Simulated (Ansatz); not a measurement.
# TiO2 (titanium dioxide): B3LYP/6-31G(d) (Cartesian functions)

Aim: the vertical singlet–triplet gap of TiO2 (titanium dioxide) at B3LYP/6-31G* (Cartesian functions), from 2 runs. 

The calculation is run with Ansatz 0.2.0.

## 1. The system as given

TiO2: 3 atoms, total charge 0, spin state singlet. SMILES: `[O]=[Ti]=[O]`. The shape is that of a PBE0-D4/def2-TZVP optimisation.

Bond lengths: O1–Ti2 1.628 Å, Ti2–O3 1.628 Å. Angles: O1–Ti2–O3 111.8°.

## 2. A single-point energy at B3LYP/6-31G(d) (Cartesian functions)

Input file input.yaml:

```yaml
crystal:
  periodic: [false, false, false]
  atoms:
    - symbol: O
      position_ang: [0.921000, 0.928800, 0.444600]
    - symbol: Ti
      position_ang: [0.135000, -0.492000, 0.331600]
    - symbol: O
      position_ang: [-1.056100, -0.436800, -0.776200]
basis:
  gaussian:
    orbitals: "6-31G*"
accuracy: high
output:
  orbitals: {seedname: orbitals}
hamiltonian:
  xc: {name: B3LYP}
```

On the command line:

```console
$ ansatz run input.yaml --threads 1 --pin off --max-ram 3480MiB --events-out events.jsonl --progress --plain --runs-dir runs
```

Output:

```text
Warning: RAYON_NUM_THREADS=1 ignored (pool sized by the plan → 1); use --threads N
Functional definition: B3LYP
  name "B3LYP"
  parameter a0 = 0.2
  parameter ax = 0.72
  parameter ac = 0.81
  exchange = (1 - a0 - ax)*slater_x + ax*b88_x + a0*exact_x
  correlation = (1 - ac)*vwn_rpa_c + ac*lyp_c
1317 factors; integrals over basis functions are off by at most 3.6e-9 eV
mean field evaluation 1: about -27185.8852 eV, gradient 1.1e2 eV
mean field evaluation 2: about -26627.9361 eV, gradient 4.8e2 eV
mean field evaluation 4: about -27205.5043 eV, gradient 4.4e1 eV
mean field evaluation 8: about -27208.5817 eV, gradient 5.5e-1 eV
mean field evaluation 16: about -27208.6161 eV, gradient 2.0e-4 eV
mean field -27208.61607505 eV, -999.8981980959 hartree, gradient 4.2e-8 eV, S^2 0.000000; 0 other end points of the search recorded, 0 dependent functions left out
reference -27208.61610492 eV, -999.8981991933 hartree; 19, 19 occupied and 47, 47 virtual orbitals, 1317 factors
Total energy: -27208.61610492 eV, -999.8981991933 hartree
```

Run time: 4.5 s. Hardware: 1 thread of Arm Neoverse V2, shared host; peak memory 0.18 GiB.

## 3. The triplet, same level

Input file input.yaml:

```yaml
crystal:
  periodic: [false, false, false]
  atoms:
    - {symbol: O, position_ang: [0.921000, 0.928800, 0.444600]}
    - {symbol: Ti, position_ang: [0.135000, -0.492000, 0.331600]}
    - {symbol: O, position_ang: [-1.056100, -0.436800, -0.776200]}
basis:
  gaussian:
    orbitals: "6-31G*"
magnetization:
  spin_polarized: true
  initial_magnetization: 2
hamiltonian:
  xc: {name: B3LYP}
accuracy: high
output: {orbitals: {seedname: orbitals}}
```

On the command line:

```console
$ ansatz run input.yaml --threads 1 --pin off --max-ram 3480MiB --events-out events.jsonl --progress --plain --runs-dir runs
```

Output, shortened:

```text
Warning: RAYON_NUM_THREADS=1 ignored (pool sized by the plan → 1); use --threads N
[... 7 set-up lines as earlier in the session ...]
1317 factors; integrals over basis functions are off by at most 3.6e-9 eV
mean field evaluation 1: about -27196.7074 eV, gradient 5.1e1 eV
mean field evaluation 2: about -26888.5250 eV, gradient 3.0e2 eV
mean field evaluation 4: about -27205.9683 eV, gradient 1.1e1 eV
mean field evaluation 8: about -27206.4257 eV, gradient 2.0e-1 eV
mean field evaluation 16: about -27206.4597 eV, gradient 1.3e-3 eV
mean field evaluation 32: about -27206.4597 eV, gradient 3.7e-7 eV
mean field -27206.45967466 eV, -999.8189518430 hartree, gradient 7.3e-8 eV, S^2 2.024148; 6 other end points of the search recorded, 0 dependent functions left out
reference -27206.45970424 eV, -999.8189529301 hartree; 20, 18 occupied and 46, 48 virtual orbitals, 1317 factors
Total energy: -27206.45970424 eV, -999.8189529301 hartree
```

It took 11 s on 1 thread of Arm Neoverse V2, shared host; peak memory 0.27 GiB.

## 4. What came out

At B3LYP/6-31G* (Cartesian functions):

```
                                        quantity          value
                           singlet: total energy  -999.89820 Eh
                            singlet: HOMO energy       -6.51 eV
                            singlet: LUMO energy       -3.00 eV
                          singlet: HOMO–LUMO gap        3.51 eV
                           triplet: total energy  -999.81895 Eh
     triplet: HOMO energy (highest over α and β)       -4.98 eV
                                   triplet: ⟨S²⟩          2.024
vertical energy of the triplet above the singlet       2.156 eV
```

What this shows: At this shape the triplet lies 2.16 eV (50 kcal/mol) above the singlet.
